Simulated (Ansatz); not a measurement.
**HfN: how the settings move a relaxation**

How sensitive is a relaxation of HfN to its settings? A reference run comes first, then one run with altered input.

Program: Ansatz 0.2.0. Level of theory: reference: DFT, r2SCAN, PAW with Ansatz's default frozen-core files, scalar-relativistic; relaxation of cell and atoms. These are calculated values, not measurements.

1 further run of the same task is left out (it didn't finish).

## (1) The starting structure

The structure is cubic, space group Fm-3m (No. 225). The conventional cell has a = 4.512 Å, b = 4.512 Å, c = 4.512 Å, α = 90.00°, β = 90.00°, γ = 90.00°. Hf (site symmetry m-3m) has 6 N at 2.26 Å as nearest neighbours. Around N (site symmetry m-3m) lie 6 Hf at 2.26 Å.

Coordinates:

```cif
data_structure
_symmetry_space_group_name_H-M 'Fm-3m'
_symmetry_Int_Tables_number 225
_cell_length_a 4.5120
_cell_length_b 4.5120
_cell_length_c 4.5120
_cell_angle_alpha 90.000
_cell_angle_beta 90.000
_cell_angle_gamma 90.000
_cell_volume 91.86
loop_
_atom_site_label
_atom_site_type_symbol
_atom_site_symmetry_multiplicity
_atom_site_Wyckoff_symbol
_atom_site_fract_x
_atom_site_fract_y
_atom_site_fract_z
_atom_site_occupancy
Hf1 Hf 4 a 0.00000 0.00000 0.00000 1
N1 N 4 b 0.50000 0.00000 0.00000 1
```

## (2) Reference

Input file input.yaml:

```yaml
crystal:
  lattice:
    - [0.0, 2.256, 2.256]
    - [2.256, 0.0, 2.256]
    - [2.256, 2.256, 0.0]
  atoms:
    - { symbol: Hf, position: [0.0, 0.0, 0.0] }
    - { symbol: "N", position: [0.5, 0.5, 0.5] }
kpoints:
  mp_grid: { grid: [12, 12, 12] }
scf:
  occupations: { method: fermi_dirac, width: 0.1 }
hamiltonian:
  xc: r2scan
  pseudopotentials: { kind: paw }
relax:
  f_tol: 0.002
  max_steps: 80
  cell: {}
output:
  forces: true
  stress: true
```

Launch:

```console
> ansatz run input.yaml --threads 1 --pin off --max-ram 3072MiB --backend cpu --events-out ev --progress --plain --runs-dir out
```

## (3) Variant: f_tol 0.001, max_displacement 0.1

Changes to input.yaml since step 2:

```diff
@@ -16,5 +16,6 @@
 relax:
-  f_tol: 0.002
+  f_tol: 0.001
   max_steps: 80
   cell: {}
+  max_displacement: 0.1
 output:
```

What does the calculation give? Wanted: for each run, ending; energy change; pressure; gap; force.

**Answer**, as computed:

| run | ending | energy change | pressure (GPa) | gap (eV) | force (eV/Å) | cycles | time |
| --- | --- | --- | --- | --- | --- | --- | --- |
| reference | converged | 0 | 0.0 | 0.00 | 0.00 | 27 | 17 s |
| 1: f_tol 0.001, max_displacement 0.1 | converged | 0.0 meV/atom | 0.0 | 0.00 | 0.00 | 27 | 16 s |

Energy and cycle count are those of the reference, so the change (convergence setting and walk settings) left the result and the number of cycles as they were.
